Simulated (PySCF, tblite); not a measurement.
# C6H12GeO: geometry, infrared bands and NMR shifts

Wanted: the infrared bands and NMR shifts of C6H12GeO (`C[C@]1([O][GeH3])CC12CC2`), by calculation.

The runs use tblite 0.8.0 and PySCF 2.14.0, with density-fitted response routines of our own; the level of theory stands in each step. All values are computed, except where a source is named. Atoms are numbered from 0 throughout.

### 1 The molecule as given

20 atoms, charge 0, multiplicity 1; geometry from: force field or distance geometry start.

Bonds of the start (Å): C0–C1 1.54, C1–O2 1.42, O2–Ge3 1.78, C1–C4 1.47, C4–C5 1.55, C5–C6 1.55, C6–C7 1.48, C5–C1 1.57, C7–C5 1.55, C0–H8 1.11, C0–H9 1.11, C0–H10 1.12, Ge3–H11 1.56, Ge3–H12 1.57, Ge3–H13 1.56, C4–H14 1.12, C4–H15 1.11, C6–H16 1.11, C6–H17 1.11, C7–H18 1.11, C7–H19 1.11.

### 2 Optimising the geometry with GFN2-xTB

Job settings and geometry (Å):

```
{"job": {"kind": "relax", "xc": "GFN2-xTB", "basis": "xTB"}, "charge": 0, "multiplicity": 1}
C     -0.071000     1.469300     0.912300
C      0.535200     0.474400    -0.095900
O      1.910400     0.172300     0.110300
Ge     2.005100    -1.157700     1.294900
C      0.296100     0.898700    -1.481800
C     -0.235900    -0.494100    -1.060200
C     -1.738100    -0.349500    -1.409500
C     -1.366200    -1.027700    -0.146800
H      0.568600     2.371700     0.978300
H     -0.141100     1.011700     1.925400
H     -1.104800     1.789500     0.616500
H      1.186400    -2.391300     0.813200
H      1.472300    -0.698000     2.694000
H      3.492300    -1.590600     1.456700
H     -0.410300     1.762900    -1.620500
H      1.179700     0.833200    -2.144900
H     -2.089000    -1.046400    -2.192200
H     -2.277800     0.597000    -1.210800
H     -1.725300    -0.482100     0.753900
H     -1.491800    -2.132800    -0.196000
```

On the command line:

```bash
$ OMP_NUM_THREADS=1 python probes_run.py task.json out
```

The driver reads the jobs from task.json and runs them one after another.

**Question.** This job is followed by: GFN2-xTB harmonic vibrations, gas phase; GIAO PBE0/pcSseg-1 NMR shielding, non-relativistic, gas phase. Predict these results of the whole session: strongest single infrared mode (GFN2-xTB); zero-point energy (GFN2-xTB); 13C shifts against TMS (PBE0/pcSseg-1); 1H shifts against TMS (PBE0/pcSseg-1, means over atoms taken as alike); 17O shifts against H2O (PBE0/pcSseg-1); 73Ge shifts against GeMe4 (PBE0/pcSseg-1); surface potential, 1st and 99th percentile.

**Answer**, as computed:

| quantity | value |
| --- | --- |
| strongest single infrared mode (GFN2-xTB) | 1978 cm⁻¹, 512 km/mol |
| zero-point energy (GFN2-xTB) | 98.1 kcal/mol |
| 13C shifts against TMS (PBE0/pcSseg-1) | 63.4, 26.2, 22.5, 21.8, 11.4, 8.9 ppm |
| 1H shifts against TMS (PBE0/pcSseg-1, means over atoms taken as alike) | 4.80, 1.48, 1.22, 1.11, 1.00, 0.89, 0.70, 0.58 ppm |
| 17O shifts against H2O (PBE0/pcSseg-1) | 30.0 ppm |
| 73Ge shifts against GeMe4 (PBE0/pcSseg-1) | -101 ppm |
| surface potential, 1st and 99th percentile | -1.40 V and 0.95 V |

Relaxing lowered the energy by 3.809 eV in 194 steps; the close pair that moved most is C1–C5, from 1.569 to 1.478 Å. No mode is imaginary among the 54: a minimum at this level. The strongest single mode, at 1978 cm⁻¹, moves mainly H11 and H12. GFN2-xTB is a fitted tight-binding method: band positions and strengths are rough. Its intensities can rank the bands wrongly. At PBE0/pcSseg-1: The largest span, 315 ppm, is at Ge3, where the paramagnetic term is -1325 ppm. Spin-orbit coupling is left out, which matters for shieldings and couplings at and beside the heavy atoms.
